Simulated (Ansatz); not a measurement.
**CH₇BSSi: a ladder of functionals and wavefunction methods**

Aim: compute CH₇BSSi with functionals from several rungs and with coupled cluster, and see how far each lands from CCSD(T) at the basis-set limit for the atomisation energy.

The runs use Ansatz 0.2.0, Gaussian basis; functionals in def2-TZVPP, the program's frozen cores in correlated methods.

The runs, in order: LDA (SPW92), PBE-D4, revPBE-D4, BLYP-D4, r2SCAN-D4, B97M-V, PBE0-D4, B3LYP-D4, r2SCANh-D4, r2SCAN0-D4, HSE06-D4, BHLYP-D4, CAM-B3LYP-D4, LC-ωPBE, ωB97X-V, ωB97M-V, B2PLYP, PBE-QIDH; CCSD(T)/def2-SVP; CCSD(T)/def2-TZVPP; MP2/def2-QZVPP; extrapolation to the limit; RPA on PBE.

## 1. The geometry

The geometry comes from an earlier relaxation with PBE0-D4 in a triple-zeta def2 set; it is a stationary point, not always the lowest conformer.

SMILES `B[SiH2]CS`, 11 atoms, charge 0, spin multiplicity 1.

Atoms are counted from 1 here; the program's logs count them from 0.

Bond lengths: B1–Si2 2.008 Å, B1–H5 1.197 Å, B1–H6 1.196 Å, Si2–C3 1.888 Å, Si2–H7 1.492 Å, Si2–H8 1.492 Å, C3–S4 1.805 Å, C3–H9 1.093 Å, C3–H10 1.093 Å, S4–H11 1.344 Å. Angles: Si2–B1–H5 123.4°, Si2–B1–H6 119.4°, H5–B1–H6 117.2°, B1–Si2–C3 113.4°, B1–Si2–H7 108.9°, B1–Si2–H8 108.9°, C3–Si2–H7 109.1°, C3–Si2–H8 109.1°, H7–Si2–H8 107.3°, Si2–C3–S4 110.5°, Si2–C3–H9 108.4°, Si2–C3–H10 108.5°, S4–C3–H9 110.5°, S4–C3–H10 110.5°, H9–C3–H10 108.4°, C3–S4–H11 98.2°.

## 2. LDA

This LDA is Slater exchange with PW92 correlation.

Contents of in.yaml:

```yaml
crystal:
  periodic: [false, false, false]
  atoms:
    - {symbol: B, position_ang: [-1.082590, 1.940675, -0.038731]}
    - {symbol: Si, position_ang: [-0.111573, 0.372019, 0.754948]}
    - {symbol: C, position_ang: [0.436503, -0.897632, -0.529795]}
    - {symbol: S, position_ang: [1.303460, -2.267092, 0.265578]}
    - {symbol: H, position_ang: [-1.292221, 2.060477, -1.210621]}
    - {symbol: H, position_ang: [-1.479092, 2.810699, 0.680268]}
    - {symbol: H, position_ang: [1.086682, 0.868559, 1.493109]}
    - {symbol: H, position_ang: [-1.001271, -0.293832, 1.751076]}
    - {symbol: H, position_ang: [-0.449447, -1.259933, -1.057394]}
    - {symbol: H, position_ang: [1.088043, -0.399664, -1.252294]}
    - {symbol: H, position_ang: [1.566805, -2.991376, -0.835545]}
basis:
  gaussian: {orbitals: def2-TZVPP}
hamiltonian: {xc: lda}
output: {orbitals: {seedname: orbitals}}
```

Launch:

```
$ ansatz run in.yaml --threads 2 --pin off --events-out ev --progress --plain --max-ram 4352MiB
```

After this run come: PBE-D4 (GGA); revPBE-D4 (GGA); BLYP-D4 (GGA); r2SCAN-D4 (meta-GGA); B97M-V (meta-GGA); PBE0-D4 (hybrid); B3LYP-D4 (hybrid); r2SCANh-D4 (hybrid); r2SCAN0-D4 (hybrid); HSE06-D4 (hybrid); BHLYP-D4 (hybrid); CAM-B3LYP-D4 (range-separated); LC-ωPBE (range-separated); ωB97X-V (range-separated); ωB97M-V (range-separated); B2PLYP (double hybrid); PBE-QIDH (double hybrid); CCSD(T) in def2-SVP; CCSD(T) in def2-TZVPP; MP2 in def2-QZVPP; RPA on PBE orbitals.

Before running them: what should the planned runs give, taken together? Wanted: atomisation energy, CCSD(T)/CBS; farthest beyond LDA; mean size of error, GGA; mean size of error, meta-GGA; mean size of error, hybrid; mean size of error, range-separated; mean size of error, double hybrid; gap, smallest and largest; T1 diagnostic.

**Answer**, as computed:

| quantity | value |
| --- | --- |
| atomisation energy, CCSD(T)/CBS | 846.0 kcal/mol |
| functionals within 4.2 kcal/mol (0.5 %) | PBE0-D4, B3LYP-D4, r2SCANh-D4, r2SCAN0-D4, HSE06-D4, CAM-B3LYP-D4, PBE-QIDH |
| farthest beyond LDA | BHLYP-D4 (-10.7 kcal/mol) |
| mean size of error, GGA | 6.8 kcal/mol |
| mean size of error, meta-GGA | 6.1 kcal/mol |
| mean size of error, hybrid | 3.3 kcal/mol |
| mean size of error, range-separated | 5.6 kcal/mol |
| mean size of error, double hybrid | 6.5 kcal/mol |
| gap, smallest and largest | 1.94 eV (LDA (SPW92)), 9.43 eV (LC-ωPBE) |
| T1 diagnostic | 0.0113 |
| triples share of the correlation energy | 3.8 % |

In words: The LDA atomisation energy is off by 104.6 kcal/mol (12 %): it overbinds. PBE-D4 is off by +6.7 kcal/mol. Double hybrids carry the basis error of their MP2 part in triple zeta, and no dispersion term here, so their miss is partly the set-up's. By mean error the best rung here is hybrid (3.3 kcal/mol) and the worst beyond LDA is GGA (6.8 kcal/mol). Misses under about 4.2 kcal/mol are within the doubt on the reference itself, which lacks core-valence correlation, relativity and higher excitations. Hartree-Fock recovers 76 % of the binding; the rest is correlation. CCSD(T) in def2-SVP is off by -49.2 kcal/mol, so the small basis spoils what the method gains. The gap grows from 1.9 to 9.4 eV across the functionals, mostly with the share of exact exchange.
